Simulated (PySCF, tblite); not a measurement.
**CH₇NO₃Ti, a small molecule taken as a stand-in for a surface group (titanium hydroxide): NMR shifts, core binding energies and electronic excitations**

What NMR shifts, core binding energies and electronic excitations should one expect for `C[NH][Ti]([OH])([OH])[OH]`?

Programs: tblite 0.8.0 and PySCF 2.14.0. All values are calculated, for the isolated system unless a continuum is named. Atoms count from 0, parts from 1.

## (1) The system as given

13 atoms, charge 0, multiplicity 1; geometry: distance geometry start.

## (2) Relaxing the cluster with GFN2-xTB

Job settings and geometry (Å):

```
{"job": {"kind": "relax", "xc": "GFN2-xTB", "basis": "xTB"}, "charge": 0, "multiplicity": 1}
O      1.579364    -0.880040    -0.899825
Ti    -0.290968    -0.465585    -0.582944
O     -1.317794    -2.097483    -0.598406
O     -0.938102     0.738889    -1.958402
N     -0.499489     0.419626     1.207968
C     -1.541792     1.370254     1.307051
H      2.299912    -0.216211    -0.867806
H     -2.307532    -2.147850    -0.573762
H     -0.457423     0.944571    -2.789723
H      0.381514     0.665251     1.675671
H     -1.937033     1.595158     0.365309
H     -1.195228     2.257415     1.747749
H     -2.302986     0.999058     1.918860
```

With the program's defaults for keys left out, this is: GFN2-xTB geometry optimisation, gas phase.

The run is started by

```bash
$ OMP_NUM_THREADS=1 python cluster_run.py task.json out
```

One launch serves the whole session: the jobs run in the order shown.

Standard output:

```text
step      E/eV     max force
  0    -612.30692    3.628
  1    -612.70090    1.776
  2    -613.02567    1.172
  3    -613.17618    1.305
  4    -613.29552    1.250
  5    -613.36368    0.691
  6    -613.39483    0.511
  7    -613.40410    0.308
  8    -613.41651    0.253
  9    -613.42066    0.320
 10    -613.42932    0.295
 11    -613.43432    0.235
 12    -613.43955    0.226
 13    -613.44340    0.174
 14    -613.44678    0.161
 15    -613.44937    0.146
 16    -613.45173    0.137
 17    -613.45465    0.184
 18    -613.46001    0.305
 19    -613.46736    0.426
 20    -613.47336    0.317
 21    -613.47272    0.707
 22    -613.48155    0.152
 23    -613.48402    0.139
 24    -613.49181    0.135
 25    -613.49352    0.117
 26    -613.49487    0.113
 27    -613.49580    0.110
 28    -613.49768    0.106
 29    -613.49918    0.105
 30    -613.50038    0.093
 31    -613.50128    0.094
 32    -613.50222    0.089
 33    -613.50302    0.112
 34    -613.50366    0.092
 35    -613.50409    0.070
 36    -613.50452    0.075
 37    -613.50524    0.095
 38    -613.50659    0.170
 39    -613.50851    0.212
 40    -613.51053    0.174
 41    -613.51228    0.135
 42    -613.51328    0.293
 43    -613.51542    0.165
 44    -613.51833    0.198
 45    -613.52195    0.323
 46    -613.52478    0.273
 47    -613.52762    0.196
 48    -613.53049    0.095
 49    -613.53233    0.196
 50    -613.53230    0.281
 51    -613.53446    0.095
 52    -613.53482    0.059
 53    -613.53552    0.055
 54    -613.53589    0.064
 55    -613.53668    0.054
 56    -613.53731    0.052
 57    -613.53784    0.065
 58    -613.53829    0.068
 59    -613.53899    0.073
 60    -613.54011    0.077
 61    -613.54154    0.088
 62    -613.54277    0.076
 63    -613.54354    0.071
 64    -613.54416    0.071
 65    -613.54527    0.115
 66    -613.54683    0.084
 67    -613.54850    0.087
 68    -613.54941    0.091
 69    -613.54979    0.081
 70    -613.55017    0.092
 71    -613.55089    0.082
 72    -613.55184    0.101
 73    -613.55314    0.104
 74    -613.55406    0.116
 75    -613.55493    0.152
 76    -613.55538    0.055
 77    -613.55558    0.046
 78    -613.55578    0.040
 79    -613.55604    0.071
 80    -613.55652    0.080
 81    -613.55703    0.077
 82    -613.55755    0.059
 83    -613.55805    0.112
 84    -613.55862    0.141
 85    -613.55949    0.135
 86    -613.56099    0.274
 87    -613.56190    0.239
 88    -613.56366    0.350
 89    -613.56604    0.154
 90    -613.56663    0.436
 91    -613.56868    0.086
 92    -613.56941    0.069
 93    -613.57035    0.440
 94    -613.57193    0.125
 95    -613.57291    0.094
 96    -613.57511    0.182
 97    -613.57567    0.069
 98    -613.57610    0.073
 99    -613.57646    0.065
100    -613.57700    0.078
101    -613.57775    0.078
102    -613.57859    0.158
103    -613.57989    0.124
104    -613.58123    0.202
105    -613.58326    0.182
106    -613.58421    0.240
107    -613.58521    0.079
108    -613.58578    0.185
109    -613.58645    0.116
110    -613.58725    0.094
111    -613.58797    0.057
112    -613.58835    0.159
113    -613.58870    0.118
114    -613.58913    0.055
115    -613.58933    0.049
116    -613.58954    0.028
117    -613.58964    0.022
118    -613.58973    0.021
119    -613.58978    0.016
120    -613.58981    0.022
121    -613.58984    0.021
122    -613.58989    0.023
123    -613.59001    0.037
124    -613.59026    0.058
125    -613.59076    0.067
126    -613.59156    0.066
127    -613.59239    0.057
128    -613.59293    0.087
129    -613.59305    0.058
130    -613.59326    0.027
131    -613.59332    0.041
132    -613.59335    0.018
133    -613.59337    0.013
134    -613.59339    0.015
135    -613.59341    0.013
136    -613.59344    0.011
137    -613.59347    0.015
138    -613.59352    0.023
139    -613.59361    0.029
140    -613.59373    0.034
141    -613.59387    0.037
142    -613.59402    0.029
143    -613.59417    0.027
144    -613.59429    0.025
145    -613.59439    0.023
146    -613.59448    0.028
147    -613.59454    0.023
148    -613.59457    0.012
149    -613.59458    0.009
150    -613.59458    0.006
```

It took 1.5 s on 1 thread of Arm Neoverse V1, shared host.

Step by step:

```tsv
step	energy from step 0 (eV)	largest force (eV/Å)
0	0.0000	3.6278
6	-1.0879	0.5116
12	-1.1326	0.2255
18	-1.1531	0.3046
24	-1.1849	0.1349
30	-1.1935	0.0927
36	-1.1976	0.0754
42	-1.2064	0.2932
48	-1.2236	0.0948
54	-1.2290	0.0637
60	-1.2332	0.0766
66	-1.2399	0.0842
72	-1.2449	0.1016
78	-1.2489	0.0405
84	-1.2517	0.1413
90	-1.2597	0.4364
96	-1.2682	0.1821
102	-1.2717	0.1586
108	-1.2789	0.1847
114	-1.2822	0.0548
120	-1.2829	0.0220
126	-1.2846	0.0661
132	-1.2864	0.0178
138	-1.2866	0.0228
144	-1.2874	0.0253
150	-1.2877	0.0064
```

Close pairs (by a distance rule), those that changed most:

```tsv
bond	before (Å)	after (Å)	change (Å)
O0–Ti1	1.942	1.722	-0.219
Ti1–H7	2.626	2.424	-0.202
Ti1–O3	1.939	1.746	-0.194
Ti1–O2	1.928	1.741	-0.187
Ti1–N4	2.009	1.861	-0.148
Ti1–C5	2.917	2.805	-0.111
C5–H12	1.045	1.105	+0.061
C5–H10	1.046	1.098	+0.052
```

## (3) Relaxing the molecule at PBE0-D3(BJ)/def2-SVP

Job settings and geometry (Å):

```
{"job": {"xc": "PBE0", "basis": "def2-SVP", "d3": "d3bj", "grid": 2, "kind": "geom", "shake": 0.01}, "charge": 0, "multiplicity": 1}
O      2.199077    -0.872544    -0.807223
Ti     0.495530    -0.508161    -0.626869
O     -0.474633    -1.891144    -0.186620
O     -0.235224     0.308744    -1.969351
N      0.393906     0.696117     0.777455
C     -0.956135     1.031441     1.221182
H      2.780183    -1.594962    -0.924381
H     -1.325316    -2.069949    -0.508310
H      0.109577     0.925270    -2.582744
H      0.995608     0.583810     1.619026
H     -1.583694     1.183834     0.342757
H     -0.954591     1.953169     1.825071
H     -1.434078     0.237003     1.827411
```

Standard output:

```text
step   0  E = -1171.47980383  max force = 0.038389
step   1  E = -1171.48614352  max force = 0.020008
step   2  E = -1171.48995467  max force = 0.005079
step   3  E = -1171.49020986  max force = 0.004170
step   4  E = -1171.49063533  max force = 0.005133
step   5  E = -1171.49104499  max force = 0.005491
step   6  E = -1171.49139830  max force = 0.003144
step   7  E = -1171.49154132  max force = 0.001286
step   8  E = -1171.49161661  max force = 0.001398
step   9  E = -1171.49168667  max force = 0.001850
step  10  E = -1171.49179318  max force = 0.001569
step  11  E = -1171.49191435  max force = 0.001283
step  12  E = -1171.49201244  max force = 0.001540
step  13  E = -1171.49208148  max force = 0.001271
step  14  E = -1171.49211070  max force = 0.000787
step  15  E = -1171.49212363  max force = 0.000590
step  16  E = -1171.49213336  max force = 0.000867
step  17  E = -1171.49213958  max force = 0.000935
step  18  E = -1171.49214157  max force = 0.000581
step  19  E = -1171.49214590  max force = 0.000371
optimisation converged
```

It took 3.6 min on 1 thread of Arm Neoverse V1, shared host; peak memory 0.76 GiB.

The steps of the relaxation:

```tsv
step	energy from step 0 (eV)	largest force component (eV/Å)
0	0.0000	1.9740
1	-0.1725	1.0289
2	-0.2762	0.2612
3	-0.2832	0.2144
4	-0.2947	0.2639
5	-0.3059	0.2824
6	-0.3155	0.1617
7	-0.3194	0.0661
8	-0.3214	0.0719
9	-0.3233	0.0951
10	-0.3262	0.0807
11	-0.3295	0.0660
12	-0.3322	0.0792
13	-0.3341	0.0654
14	-0.3349	0.0405
15	-0.3352	0.0303
16	-0.3355	0.0446
17	-0.3357	0.0481
18	-0.3357	0.0299
19	-0.3358	0.0191
```

Distances of close pairs at the start and the end, largest changes first:

```tsv
bond	before (Å)	after (Å)	change (Å)
Ti1–C5	2.809	2.956	+0.147
Ti1–H7	2.402	2.525	+0.123
Ti1–O3	1.733	1.792	+0.059
Ti1–O2	1.746	1.797	+0.051
O0–Ti1	1.751	1.787	+0.035
O2–H7	0.927	0.960	+0.034
O0–H6	0.935	0.961	+0.027
O3–H8	0.936	0.960	+0.025
```

The end geometry stands in the next job.

```tsv
at the end point	value
point group (found at 0.08 Å tolerance)	C1
rotational constants (GHz, main isotopes)	3.154, 1.873, 1.814
dipole moment (D)	0.57
```

## (4) Shielding tensors: PBE0/pcSseg-1

Job settings and geometry (Å):

```
{"job": {"kind": "nmr", "xc": "PBE0", "basis": "pcSseg-1"}, "charge": 0, "multiplicity": 1}
O      2.282822    -0.669947    -0.793545
Ti     0.511212    -0.532177    -0.607435
O     -0.226183    -2.160614    -0.425103
O     -0.334201     0.300596    -1.949984
N      0.224460     0.513144     0.917399
C     -1.023924     1.103420     1.317616
H      2.832567    -1.454497    -0.875227
H     -0.997730    -2.542128    -0.851338
H     -0.074672     0.982510    -2.574173
H      0.969533     0.621656     1.601269
H     -1.749717     1.034222     0.491352
H     -0.923156     2.178417     1.560455
H     -1.480466     0.608037     2.196453
```

Method: GIAO PBE0/pcSseg-1 NMR shielding, non-relativistic, gas phase.

Standard output:

```text
coarse grid: 50600 points
cycle   1  E = -1171.2817685077  dE =  4.178e-01  |g| = 1.542e+00  |ddm| = 3.522e+00
cycle   2  E = -1164.7437950653  dE =  6.538e+00  |g| = 7.080e+00  |ddm| = 2.972e+00
cycle   3  E = -1171.5441795068  dE = -6.800e+00  |g| = 9.638e-01  |ddm| = 2.331e+00
cycle   4  E = -1171.6931096321  dE = -1.489e-01  |g| = 3.146e-01  |ddm| = 7.330e-01
cycle   5  E = -1171.7108146107  dE = -1.770e-02  |g| = 7.713e-02  |ddm| = 1.905e-01
cycle   6  E = -1171.7120650900  dE = -1.250e-03  |g| = 1.886e-02  |ddm| = 5.945e-02
cycle   7  E = -1171.7121286719  dE = -6.358e-05  |g| = 4.890e-03  |ddm| = 1.136e-02
cycle   8  E = -1171.7121338151  dE = -5.143e-06  |g| = 1.581e-03  |ddm| = 3.627e-03
final grid: 106688 points
cycle   9  E = -1171.7122150524  dE =  9.359e-07  |g| = 2.815e-03  |ddm| = 2.502e-03
cycle  10  E = -1171.7122111473  dE =  3.905e-06  |g| = 5.405e-03  |ddm| = 4.270e-03
cycle  11  E = -1171.7122165217  dE = -5.374e-06  |g| = 2.819e-04  |ddm| = 2.812e-03
cycle  12  E = -1171.7122165389  dE = -1.721e-08  |g| = 5.558e-05  |ddm| = 1.912e-04
cycle  13  E = -1171.7122165395  dE = -5.698e-10  |g| = 2.888e-05  |ddm| = 4.769e-05
converged SCF energy = -1171.7122165395

GIAO shielding tensors (ppm)
atom      isotropic    diamagn.    paramagn.     s11        s22        s33       span
  0 O        3.018     395.455    -392.437   -341.073     26.553    323.573    664.646
  1 Ti    -305.388    1604.979   -1910.368   -435.415   -311.796   -168.954    266.461
  2 O       39.263     395.702    -356.440   -224.460     24.015    318.232    542.693
  3 O       37.239     395.837    -358.598   -220.306     24.019    308.004    528.310
  4 N       47.745     327.018    -279.273   -246.091    156.784    232.543    478.634
  5 C      144.374     241.806     -97.432    121.443    136.074    175.605     54.162
  6 H       24.000      31.015      -7.014     16.935     25.054     30.012     13.076
  7 H       25.359      31.787      -6.428     20.244     25.395     30.438     10.195
  8 H       25.503      31.584      -6.081     20.377     24.971     31.162     10.785
  9 H       25.267      32.770      -7.504     20.431     25.447     29.922      9.491
 10 H       27.423      28.980      -1.557     25.674     26.802     29.794      4.120
 11 H       28.284      27.255       1.029     24.274     26.755     33.822      9.548
 12 H       28.189      27.481       0.708     24.288     26.841     33.439      9.151
```

It took 22 s on 1 thread of Arm Neoverse V1, shared host; peak memory 0.94 GiB.

Shifts follow as δ = σ(reference) − σ, with reference shieldings (ppm) from runs at the same level and on the same kind of geometry: 1H TMS 31.27, 13C TMS 184.4, 15N NH3 265.7, 17O H2O 334.6. The references are single molecules in the gas phase, so shifts against H2O, NH3, PH3, H3PO4 or CFCl3 are not on the usual liquid scales and can be off by tens of ppm.

```tsv
atoms	environment	σ (ppm)	δ (ppm)
C5	carbon bonded to N, 3 H	144.4	40.0
H6	hydrogen on an oxygen bonded to Ti	24.00	7.27
H9	hydrogen on a nitrogen bonded to C, Ti	25.27	6.00
H7	hydrogen on an oxygen bonded to Ti	25.36	5.91
H8	hydrogen on an oxygen bonded to Ti	25.50	5.76
H10	hydrogen on a carbon bonded to N	27.42	3.84
H12	hydrogen on a carbon bonded to N	28.19	3.08
H11	hydrogen on a carbon bonded to N	28.28	2.98
O0	oxygen bonded to Ti, H	3.0	331.5
O3	oxygen bonded to Ti, H	37.2	297.3
O2	oxygen bonded to Ti, H	39.3	295.3
Ti1	Ti bonded to N, 3 O	-305	–
N4	nitrogen bonded to C, Ti, H	47.7	217.9
```

The run also stored atomic charges by several schemes (e):

```tsv
atoms	Mulliken	IAO	Hirshfeld	ESP fit
O0	-0.63	-0.74	-0.35	-0.81
Ti1	1.51	1.45	0.67	1.23
O2	-0.64	-0.76	-0.37	-0.80
O3	-0.64	-0.75	-0.36	-0.77
N4	-0.79	-0.64	-0.28	-0.68
C5	-0.08	-0.29	-0.06	-0.09
```

Mayer bond orders: O0–Ti1 0.99, Ti1–O2 0.95, Ti1–O3 0.95, Ti1–N4 0.94, N4–C5 0.98.

(Part 1 of 2 ends here.)
